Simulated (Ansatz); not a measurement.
**C6H15FO3Ti: basis-set convergence**

An exercise on one series of results from a longer session: the logs are not shown, and one member is left open.

Computed with Ansatz 0.2.0, Gaussian basis. Level: one geometry, several basis sets.

The runs, in order: PBE0-D4/def2-SVP; ωB97M-V/def2-SVP; PBE0-D4/def2-QZVPP; ωB97M-V/def2-QZVPP; the functionals' def2-TZVPP values are taken from earlier runs.

## Structure used throughout

All runs share one geometry, relaxed beforehand with PBE0-D4 in a triple-zeta def2 set.

SMILES `CC[O][Ti]([F])([O]CC)[O]CC`, 26 atoms, charge 0, spin multiplicity 1.

Atoms are counted from 1 here; the program's logs count them from 0.

Bond lengths: C1–C2 1.513 Å, C1–H12 1.093 Å, C1–H13 1.092 Å, C1–H14 1.093 Å, C2–O3 1.396 Å, C2–H15 1.097 Å, C2–H16 1.096 Å, O3–Ti4 1.775 Å, Ti4–F5 1.785 Å, Ti4–O6 1.775 Å, Ti4–O9 1.775 Å, O6–C7 1.396 Å, C7–C8 1.513 Å, C7–H17 1.096 Å, C7–H18 1.097 Å, C8–H19 1.092 Å, C8–H20 1.093 Å, C8–H21 1.093 Å and more. Angles: C2–C1–H12 110.8°, C2–C1–H13 110.7°, C2–C1–H14 110.3°, H12–C1–H13 108.3°, H12–C1–H14 108.3°, H13–C1–H14 108.5°, C1–C2–O3 112.3°, C1–C2–H15 110.3°, C1–C2–H16 110.3°, O3–C2–H15 108.4°, O3–C2–H16 108.3°, H15–C2–H16 107.2°, C2–O3–Ti4 151.3°, O3–Ti4–F5 110.3°, O3–Ti4–O6 108.6°, O3–Ti4–O9 108.6°, F5–Ti4–O6 110.3°, F5–Ti4–O9 110.3° and more.

The first run:

in.yaml

```yaml
crystal:
  periodic: [false, false, false]
  atoms:
    - {symbol: C, position_ang: [0.883939, 1.308569, 2.161329]}
    - {symbol: C, position_ang: [-0.204086, 2.168288, 1.556617]}
    - {symbol: O, position_ang: [-1.149668, 1.413094, 0.861421]}
    - {symbol: Ti, position_ang: [-1.735616, -0.130941, 0.210992]}
    - {symbol: F, position_ang: [-3.502084, -0.264465, 0.427629]}
    - {symbol: O, position_ang: [-1.317690, -0.215458, -1.512037]}
    - {symbol: C, position_ang: [-0.561736, 0.199599, -2.609411]}
    - {symbol: C, position_ang: [0.340241, 1.367397, -2.275494]}
    - {symbol: O, position_ang: [-0.909063, -1.452545, 1.059848]}
    - {symbol: C, position_ang: [0.095842, -2.418071, 1.135889]}
    - {symbol: C, position_ang: [0.894251, -2.516432, -0.145346]}
    - {symbol: H, position_ang: [1.430826, 0.770806, 1.382749]}
    - {symbol: H, position_ang: [0.457787, 0.575042, 2.848722]}
    - {symbol: H, position_ang: [1.594706, 1.929291, 2.712345]}
    - {symbol: H, position_ang: [0.230862, 2.900961, 0.865009]}
    - {symbol: H, position_ang: [-0.722618, 2.731946, 2.341204]}
    - {symbol: H, position_ang: [-1.249928, 0.470648, -3.418847]}
    - {symbol: H, position_ang: [0.033874, -0.652059, -2.962102]}
    - {symbol: H, position_ang: [-0.245812, 2.217757, -1.920904]}
    - {symbol: H, position_ang: [0.901808, 1.677165, -3.160239]}
    - {symbol: H, position_ang: [1.054783, 1.094713, -1.494668]}
    - {symbol: H, position_ang: [-0.370547, -3.382934, 1.367704]}
    - {symbol: H, position_ang: [0.755258, -2.166725, 1.976370]}
    - {symbol: H, position_ang: [0.243620, -2.763963, -0.986569]}
    - {symbol: H, position_ang: [1.658265, -3.292682, -0.056830]}
    - {symbol: H, position_ang: [1.392774, -1.569012, -0.365400]}
basis:
  gaussian: {orbitals: def2-SVP}
hamiltonian: {xc: pbe0, dispersion: d4}
output: {orbitals: {seedname: orbitals}}
```

Among the steps run: PBE0-D4 in def2-SVP; ωB97M-V in def2-SVP; PBE0-D4 in def2-QZVPP; ωB97M-V in def2-QZVPP.

One table of the session follows, with a row left open; its other results are not shown here.

It belongs to the step «Density functionals: the series». 

| functional | basis | HOMO (eV) |
| --- | --- | --- |
| PBE0-D4 | def2-SVP | ? |
| PBE0-D4 | def2-TZVPP | -7.87 |
| PBE0-D4 | def2-QZVPP | -7.88 |
| ωB97M-V | def2-SVP | -10.08 |
| ωB97M-V | def2-TZVPP | -10.20 |
| ωB97M-V | def2-QZVPP | -10.21 |

**Question.** Estimate the row for PBE0-D4, def2-SVP.

As computed: HOMO (eV): -7.77. In the column «HOMO (eV)» it is the highest.
